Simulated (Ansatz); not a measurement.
Write a Python script for the Python package of Ansatz (0.2.0) that makes a single point in a Gaussian basis of C2H8GeSi, SMILES [GeH3][CH]1C[SiH2]1. Settings: PBE0, cc-pVDZ basis, multiplicity 1.

```yaml
atoms:
  - { symbol: Ge, position_ang: [-0.7710, 1.1776, -0.9243] }
  - { symbol: C, position_ang: [-0.5596, -0.0981, 0.4762] }
  - { symbol: C, position_ang: [0.7719, -0.1024, 1.0490] }
  - { symbol: Si, position_ang: [0.5547, -1.5557, -0.0990] }
  - { symbol: H, position_ang: [-1.9839, 0.7592, -1.8665] }
  - { symbol: H, position_ang: [-1.1632, 2.6090, -0.3011] }
  - { symbol: H, position_ang: [0.5001, 1.3582, -1.7775] }
  - { symbol: H, position_ang: [-1.3443, -0.3159, 1.1716] }
  - { symbol: H, position_ang: [1.5145, 0.6688, 0.7006] }
  - { symbol: H, position_ang: [0.8338, -0.3734, 2.1625] }
  - { symbol: H, position_ang: [1.2897, -1.3953, -1.2836] }
  - { symbol: H, position_ang: [0.4345, -2.7872, 0.7260] }
```

`energy_c2h8gesi.py`:
```python
'''Single point of C2H8GeSi in a Gaussian basis.'''

import warnings

import ansatz as az


def main() -> None:
    warnings.simplefilter('ignore', az.DeckWarning)

    system = (
        az.Crystal.molecule()
        .atom('Ge', (-0.771, 1.1776, -0.9243))
        .atom('C', (-0.5596, -0.0981, 0.4762))
        .atom('C', (0.7719, -0.1024, 1.049))
        .atom('Si', (0.5547, -1.5557, -0.099))
        .atom('H', (-1.9839, 0.7592, -1.8665))
        .atom('H', (-1.1632, 2.609, -0.3011))
        .atom('H', (0.5001, 1.3582, -1.7775))
        .atom('H', (-1.3443, -0.3159, 1.1716))
        .atom('H', (1.5145, 0.6688, 0.7006))
        .atom('H', (0.8338, -0.3734, 2.1625))
        .atom('H', (1.2897, -1.3953, -1.2836))
        .atom('H', (0.4345, -2.7872, 0.726))
    )

    calculation = (
        system.calculation()
        .basis(gaussian='cc-pVDZ')
        .functional('PBE0')
    )
    print(calculation.to_yaml())
    summary = calculation.session().plan(threads=1).execute().report

    for key in ('converged', 'free_energy_ev', 'reference_energy_ev', 'n_frozen', 'n_occupied', 'n_virtual'):
        print(f'{key:22s} {summary[key]}')

    field = summary['mean_field']
    print('<S^2> =', round(abs(field['state']['spin_squared']), 4), ' all-electron relativity setting:', field['relativity'])
    print('passes:', field['passes'])
    if 'symmetry' in field:
        print('occupied orbitals by irrep:', field['symmetry']['occupied'])


if __name__ == '__main__':
    main()
```

```console
$ python energy_c2h8gesi.py
crystal:
  periodic: [false, false, false]
  atoms:
    - { symbol: Ge, position_ang: [-0.771, 1.1776, -0.9243] }
    - { symbol: C, position_ang: [-0.5596, -0.0981, 0.4762] }
    - { symbol: C, position_ang: [0.7719, -0.1024, 1.049] }
    - { symbol: Si, position_ang: [0.5547, -1.5557, -0.099] }
    - { symbol: H, position_ang: [-1.9839, 0.7592, -1.8665] }
    - { symbol: H, position_ang: [-1.1632, 2.609, -0.3011] }
    - { symbol: H, position_ang: [0.5001, 1.3582, -1.7775] }
    - { symbol: H, position_ang: [-1.3443, -0.3159, 1.1716] }
    - { symbol: H, position_ang: [1.5145, 0.6688, 0.7006] }
    - { symbol: H, position_ang: [0.8338, -0.3734, 2.1625] }
    - { symbol: H, position_ang: [1.2897, -1.3953, -1.2836] }
    - { symbol: H, position_ang: [0.4345, -2.7872, 0.726] }
basis:
  gaussian:
    orbitals: cc-pVDZ
hamiltonian:
  xc: pbe0

converged              True
free_energy_ev         -66584.2861447833
reference_energy_ev    -66584.2861447833
n_frozen               0
n_occupied             [33, 33]
n_virtual              [80, 80]
<S^2> = 0.0  all-electron relativity setting: none
passes: {'evaluations': 15, 'products': 11}
occupied orbitals by irrep: [{'A': 33}, {'A': 33}]
```

What to keep in mind:
- Total energies depend on the basis set; only differences at equal settings carry meaning.
- The geometry is a force-field or estimated start, not a minimum of this method, and the basis set is short of its limit.
- Finished in 6.7 s on 1 thread of Arm Neoverse V1, with other jobs on the host, peak memory 0.32 GiB.
